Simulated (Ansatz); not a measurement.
# C₅H₈AlFO₃: up Jacob's ladder to CCSD(T)

How much do the methods differ for C₅H₈AlFO₃? The plan is to run it at one geometry with functionals of several rungs and with coupled cluster. The yardstick is the atomisation energy at the CCSD(T) limit.

Method: functionals in def2-TZVPP, the program's frozen cores in correlated methods; program: Ansatz 0.2.0, Gaussian basis.

The runs, in order: LDA (SPW92), PBE-D4, revPBE-D4, BLYP-D4, r2SCAN-D4, B97M-V, PBE0-D4, B3LYP-D4, r2SCANh-D4, r2SCAN0-D4, HSE06-D4, BHLYP-D4, CAM-B3LYP-D4, LC-ωPBE, ωB97X-V, ωB97M-V, B2PLYP, PBE-QIDH; CCSD(T)/def2-SVP; CCSD(T)/def2-TZVPP; MP2/def2-QZVPP; extrapolation to the limit; RPA on PBE.

### 1 The geometry

An earlier PBE0-D4 in a triple-zeta def2 set relaxation fixed the geometry.

SMILES `CC1=CC(C)=[O+][Al-]([OH])([F])[O]1`, 18 atoms, charge 0, spin multiplicity 1.

Atoms are counted from 1 here; the program's logs count them from 0.

Bond lengths: C1–C2 1.490 Å, C1–H11 1.093 Å, C1–H12 1.088 Å, C1–H13 1.093 Å, C2–C3 1.395 Å, C2–O10 1.275 Å, C3–C4 1.395 Å, C3–H14 1.080 Å, C4–C5 1.490 Å, C4–O6 1.275 Å, C5–H15 1.093 Å, C5–H16 1.088 Å, C5–H17 1.093 Å, O6–Al7 1.812 Å, Al7–O8 1.694 Å, Al7–F9 1.653 Å, Al7–O10 1.812 Å, O8–H18 0.953 Å. Angles: C2–C1–H11 108.8°, C2–C1–H12 112.5°, C2–C1–H13 109.1°, H11–C1–H12 109.6°, H11–C1–H13 106.9°, H12–C1–H13 109.8°, C1–C2–C3 120.7°, C1–C2–O10 115.6°, C3–C2–O10 123.8°, C2–C3–C4 123.0°, C2–C3–H14 118.5°, C4–C3–H14 118.5°, C3–C4–C5 120.7°, C3–C4–O6 123.7°, C5–C4–O6 115.6°, C4–C5–H15 109.1°, C4–C5–H16 112.5°, C4–C5–H17 108.8° and more.

Coordinates:

```xyz
18
charge 0, multiplicity 1
C     2.02253   -1.26263   -1.31767
C     1.05871   -0.50730   -0.46892
C    -0.23761   -0.25367   -0.91706
C    -1.18615    0.42713   -0.15377
C    -2.56486    0.64728   -0.67392
O    -0.95639    0.89323    1.01070
Al    0.64020    0.91633    1.86699
O     0.58348    0.25459    3.42500
F     1.26042    2.44524    1.75841
O     1.50253   -0.13055    0.66570
H     2.88862   -0.62681   -1.51839
H     1.58279   -1.58828   -2.25819
H     2.38701   -2.12866   -0.76011
H    -0.52468   -0.61391   -1.89386
H    -3.28478    0.23400    0.03645
H    -2.71632    0.20036   -1.65440
H    -2.75355    1.72254   -0.72789
H     0.26036   -0.61748    3.63283
```

### 2 LDA

This LDA is Slater exchange with PW92 correlation.

in.yaml

```yaml
crystal:
  periodic: [false, false, false]
  atoms:
    - {symbol: C, position_ang: [2.022531, -1.262632, -1.317665]}
    - {symbol: C, position_ang: [1.058705, -0.507295, -0.468919]}
    - {symbol: C, position_ang: [-0.237610, -0.253673, -0.917058]}
    - {symbol: C, position_ang: [-1.186149, 0.427129, -0.153773]}
    - {symbol: C, position_ang: [-2.564864, 0.647278, -0.673921]}
    - {symbol: O, position_ang: [-0.956391, 0.893229, 1.010703]}
    - {symbol: Al, position_ang: [0.640197, 0.916333, 1.866990]}
    - {symbol: O, position_ang: [0.583483, 0.254588, 3.425000]}
    - {symbol: F, position_ang: [1.260425, 2.445244, 1.758409]}
    - {symbol: O, position_ang: [1.502529, -0.130547, 0.665700]}
    - {symbol: H, position_ang: [2.888624, -0.626809, -1.518388]}
    - {symbol: H, position_ang: [1.582786, -1.588285, -2.258187]}
    - {symbol: H, position_ang: [2.387012, -2.128659, -0.760112]}
    - {symbol: H, position_ang: [-0.524678, -0.613915, -1.893861]}
    - {symbol: H, position_ang: [-3.284778, 0.233998, 0.036452]}
    - {symbol: H, position_ang: [-2.716325, 0.200355, -1.654399]}
    - {symbol: H, position_ang: [-2.753555, 1.722545, -0.727895]}
    - {symbol: H, position_ang: [0.260356, -0.617483, 3.632826]}
basis:
  gaussian: {orbitals: def2-TZVPP}
hamiltonian: {xc: lda}
output: {orbitals: {seedname: orbitals}}
```

Launch:

```sh
$ ansatz run in.yaml --threads 4 --pin off --events-out ev --progress --plain --max-ram 66560MiB --backend cuda --devices 0, --max-vram 37GiB
```

After this run come: PBE-D4 (GGA); revPBE-D4 (GGA); BLYP-D4 (GGA); r2SCAN-D4 (meta-GGA); B97M-V (meta-GGA); PBE0-D4 (hybrid); B3LYP-D4 (hybrid); r2SCANh-D4 (hybrid); r2SCAN0-D4 (hybrid); HSE06-D4 (hybrid); BHLYP-D4 (hybrid); CAM-B3LYP-D4 (range-separated); LC-ωPBE (range-separated); ωB97X-V (range-separated); ωB97M-V (range-separated); B2PLYP (double hybrid); PBE-QIDH (double hybrid); CCSD(T) in def2-SVP; CCSD(T) in def2-TZVPP; MP2 in def2-QZVPP; RPA on PBE orbitals.

Before running them: what should the planned runs give, taken together? Wanted: atomisation energy, CCSD(T)/CBS; farthest beyond LDA; mean size of error, GGA; mean size of error, meta-GGA; mean size of error, hybrid; mean size of error, range-separated; mean size of error, double hybrid; gap, smallest and largest; T1 diagnostic.

**Answer**, as computed:

| quantity | value |
| --- | --- |
| atomisation energy, CCSD(T)/CBS | 8080.3 kJ/mol |
| functionals within 40.4 kJ/mol (0.5 %) | revPBE-D4, BLYP-D4, B97M-V, PBE0-D4, B3LYP-D4, r2SCANh-D4, HSE06-D4, CAM-B3LYP-D4, LC-ωPBE, ωB97X-V, ωB97M-V, PBE-QIDH |
| farthest beyond LDA | BHLYP-D4 (-295.1 kJ/mol) |
| mean size of error, GGA | 79.9 kJ/mol |
| mean size of error, meta-GGA | 40.1 kJ/mol |
| mean size of error, hybrid | 81.7 kJ/mol |
| mean size of error, range-separated | 15.0 kJ/mol |
| mean size of error, double hybrid | 55.8 kJ/mol |
| gap, smallest and largest | 3.48 eV (LDA (SPW92)), 10.21 eV (LC-ωPBE) |
| T1 diagnostic | 0.0154 |
| triples share of the correlation energy | 3.9 % |

The LDA atomisation energy is off by 1254.9 kJ/mol (16 %): it overbinds. PBE-D4 is off by +218.3 kJ/mol. Double hybrids carry the basis error of their MP2 part in triple zeta, and no dispersion term here, so their miss is partly the set-up's. The rungs range-separated, meta-GGA miss on average by less than the doubt on the reference (40.4 kJ/mol), so they tie. The reference freezes the cores and leaves out relativity and excitations past (T), so misses under about 40.4 kJ/mol can't be ranked. Hartree-Fock recovers 73 % of the binding; the rest is correlation. CCSD(T) in def2-SVP is off by -382.7 kJ/mol, so the small basis spoils what the method gains. The gap grows from 3.5 to 10.2 eV across the functionals, mostly with the share of exact exchange.
